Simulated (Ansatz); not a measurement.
# C₆H₂F₃ radical: energies up the ladder

The task here is to estimate one member of a computed series from the others.

Computed with Ansatz 0.2.0 (the levels named in each step, unless a step's input says otherwise).

## The starting structure

Bond lengths: F1–C2 1.334 Å, C2–C3 1.365 Å, C3–C4 1.360 Å, C4–C5 1.393 Å, C5–C6 1.384 Å, C6–F7 1.341 Å, C2–C8 1.402 Å, C6–C8 1.392 Å, C8–F9 1.337 Å, C4–H10 1.077 Å, C5–H11 1.078 Å. Angles (14 of 16 angles, heavy atoms first): F1–C2–C3 123.2°, F1–C2–C8 119.4°, C3–C2–C8 117.5°, C2–C3–C4 125.0°, C3–C4–C5 117.7°, C4–C5–C6 119.3°, C5–C6–F7 119.3°, C5–C6–C8 121.6°, F7–C6–C8 119.0°, C2–C8–C6 118.8°, C2–C8–F9 120.2°, C6–C8–F9 120.9°, C3–C4–H10 121.7°, C5–C4–H10 120.6°.

Structure file:

```xyz
11

F     1.7861   -1.6877    0.0139
C     0.6000   -1.0775    0.0210
C    -0.5867   -1.7511    0.0660
C    -1.8156   -1.1684    0.0718
C    -1.8734    0.2224    0.0296
C    -0.6959    0.9481   -0.0141
F    -0.7507    2.2872   -0.0520
C     0.5473    0.3224   -0.0209
F     1.6761    1.0373   -0.0661
H    -2.7191   -1.7542    0.1076
H    -2.8180    0.7425    0.0305
```

Set-up of the first run:

The input, input.yaml:

```yaml
crystal:
  periodic: [false, false, false]
  atoms:
    - { symbol: F, position_ang: [1.78608, -1.68769, 0.01389] }
    - { symbol: C, position_ang: [0.6, -1.0775, 0.02098] }
    - { symbol: C, position_ang: [-0.58665, -1.75106, 0.06602] }
    - { symbol: C, position_ang: [-1.81557, -1.16839, 0.07182] }
    - { symbol: C, position_ang: [-1.87344, 0.22239, 0.02958] }
    - { symbol: C, position_ang: [-0.69595, 0.94809, -0.01412] }
    - { symbol: F, position_ang: [-0.75067, 2.28719, -0.05204] }
    - { symbol: C, position_ang: [0.54728, 0.3224, -0.02091] }
    - { symbol: F, position_ang: [1.67608, 1.03725, -0.06613] }
    - { symbol: H, position_ang: [-2.71906, -1.7542, 0.10761] }
    - { symbol: H, position_ang: [-2.81801, 0.74249, 0.03047] }
magnetization:
  spin_polarized: true
  initial_magnetization: 1
basis:
  gaussian: { orbitals: def2-SVPD }
hamiltonian:
  xc: pbe
  dispersion: d4
relax:
  f_tol: 0.03
  max_steps: 200
```

Launch:

```console
$ ansatz run input.yaml --threads 8 --pin off --max-ram 22528MiB --backend cpu --events-out ev --progress --plain --runs-dir out
```

Steps of the session up to this table: A rough first relaxation, PBE-D4/def2-SVPD; Relaxation, PBE0-D4/def2-TZVPD; Relaxation, PBE0-D4/def2-SVPD; Frequencies, PBE0-D4/def2-SVPD; Single point, PBE-D4/def2-TZVPPD; Single point, r2SCAN-D4/def2-TZVPPD; Single point, B3LYP-D4/def2-TZVPPD; Single point, wB97M-V/def2-TZVPPD; Single point, B2PLYP/def2-TZVPPD; Single point, PBE0-D4/def2-TZVPPD; Single point, LDA/def2-TZVPPD; Single point, PBE0-D4/def2-SVPD; Single point, PBE-D4/def2-SVPD; The anion of multiplicity 1 at the same geometry, PBE0-D4/def2-TZVPPD; The anion of multiplicity 1 at the same geometry, PBE-D4/def2-TZVPPD; The anion of multiplicity 1 at the same geometry, r2SCAN-D4/def2-TZVPPD; The anion of multiplicity 1 at the same geometry, B3LYP-D4/def2-TZVPPD; The anion of multiplicity 1 at the same geometry, wB97M-V/def2-TZVPPD; The anion of multiplicity 1 at the same geometry, B2PLYP/def2-TZVPPD.

One of the session's tables, all rows but one given; the rest of the session is left out.

It belongs to the step «Vertical electron affinity». 

```
                level  vertical electron affinity (eV)  from B2PLYP/def2-TZVPPD (eV)
  PBE0-D4/def2-TZVPPD                            1.656                        -0.093
   PBE-D4/def2-TZVPPD                            1.743                        -0.007
r2SCAN-D4/def2-TZVPPD                            1.539                        -0.211
 B3LYP-D4/def2-TZVPPD                                ?                             ?
  wB97M-V/def2-TZVPPD                            1.800                        +0.050
   B2PLYP/def2-TZVPPD                            1.750                        -0.000
```

**Question.** Estimate the row for B3LYP-D4/def2-TZVPPD.

The run gave: vertical electron affinity (eV): 1.819; from B2PLYP/def2-TZVPPD (eV): +0.069. In the column «vertical electron affinity (eV)» it is the highest.
